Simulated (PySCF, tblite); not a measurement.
**C3H9BN2Si: geometry, infrared bands and NMR shifts**

Aim: predict the infrared bands and NMR shifts of C3H9BN2Si (`CC#CBN[SiH2]N`).

Computed with tblite 0.8.0 and PySCF 2.14.0, with density-fitted response routines of our own, on a single molecule in the gas phase. Atoms count from 0, in the outputs and in this text.

## (1) The molecule as given

16 atoms, charge 0, multiplicity 1; geometry from: force field or distance geometry start.

Bonds of the start (Å): C0–C1 1.46, C1–C2 1.22, C2–B3 1.53, B3–N4 1.52, N4–Si5 1.77, Si5–N6 1.81, C0–H7 1.12, C0–H8 1.10, C0–H9 1.11, B3–H10 1.21, N4–H11 1.06, Si5–H12 1.47, Si5–H13 1.46, N6–H14 1.06, N6–H15 1.04.

## (2) Relaxing the molecule with GFN2-xTB

Job settings and geometry (Å):

```
{"job": {"kind": "relax", "xc": "GFN2-xTB", "basis": "xTB"}, "charge": 0, "multiplicity": 1}
C     -3.819800    -0.275100    -1.053500
C     -2.580100     0.032200    -0.338800
C     -1.531100     0.267100     0.248400
B     -0.215800     0.589100     0.962400
N      1.058600     0.635100     0.142400
Si     2.390100    -0.311300     0.817300
N      3.889500     0.352700     0.054400
H     -3.661000    -0.160600    -2.158600
H     -4.586600     0.397400    -0.654200
H     -4.061500    -1.350200    -0.907500
H     -0.109800     0.092300     2.060200
H      0.792300     0.225400    -0.801500
H      2.263400    -1.707200     0.386800
H      2.499000    -0.216800     2.273600
H      3.664900     1.363700    -0.176800
H      4.000400    -0.122400    -0.865800
```

Command:

```bash
> OMP_NUM_THREADS=1 python probes_run.py task.json out
```

One launch serves the whole session: the jobs run in the order shown.

**Question.** This job is followed by: GFN2-xTB harmonic vibrations, gas phase; GIAO PBE0/pcSseg-1 NMR shielding, non-relativistic, gas phase. Predict these results of the whole session: strongest single infrared mode (GFN2-xTB); zero-point energy (GFN2-xTB); ¹³C shifts against TMS (PBE0/pcSseg-1); ¹H shifts against TMS (PBE0/pcSseg-1, means over atoms taken as alike); ¹¹B shifts against BF3·OEt2 (PBE0/pcSseg-1); ¹⁵N shifts against NH3 (PBE0/pcSseg-1); ²⁹Si shifts against TMS (PBE0/pcSseg-1); surface potential, 1st and 99th percentile.

The runs gave:

```
                                                              quantity                             value
                             strongest single infrared mode (GFN2-xTB)             1375 cm⁻¹, 695 km/mol
                                          zero-point energy (GFN2-xTB)                     73.6 kcal/mol
                                ¹³C shifts against TMS (PBE0/pcSseg-1)              114.9, 94.5, 6.5 ppm
¹H shifts against TMS (PBE0/pcSseg-1, means over atoms taken as alike)  5.30, 4.72, 4.29, 2.14, 0.16 ppm
                           ¹¹B shifts against BF3·OEt2 (PBE0/pcSseg-1)                          31.3 ppm
                                ¹⁵N shifts against NH3 (PBE0/pcSseg-1)                   130.9, 13.1 ppm
                               ²⁹Si shifts against TMS (PBE0/pcSseg-1)                         -30.2 ppm
                                 surface potential, 1st and 99th percentile                -1.13 V and 1.58 V
```

In words: Over 142 steps the energy fell by 1.327 eV; of the close pairs, B3–N4 changed most, 1.516 to 1.400 Å. All 42 modes are real, so the xTB geometry is a minimum. The strongest single mode, at 1375 cm⁻¹, moves mainly B3 and N4. GFN2-xTB is a fitted tight-binding method: band positions and strengths are rough. Its intensities can rank the bands wrongly. At PBE0/pcSseg-1: The widest tensor belongs to C2: span 278 ppm, with a paramagnetic part of -163 ppm. At PBE0/pcSseg-1, counted by nearest atom on the grid, the HOMO lies on C1, C2 about 34 % each, the LUMO on B3 35 %; C1 22 %.
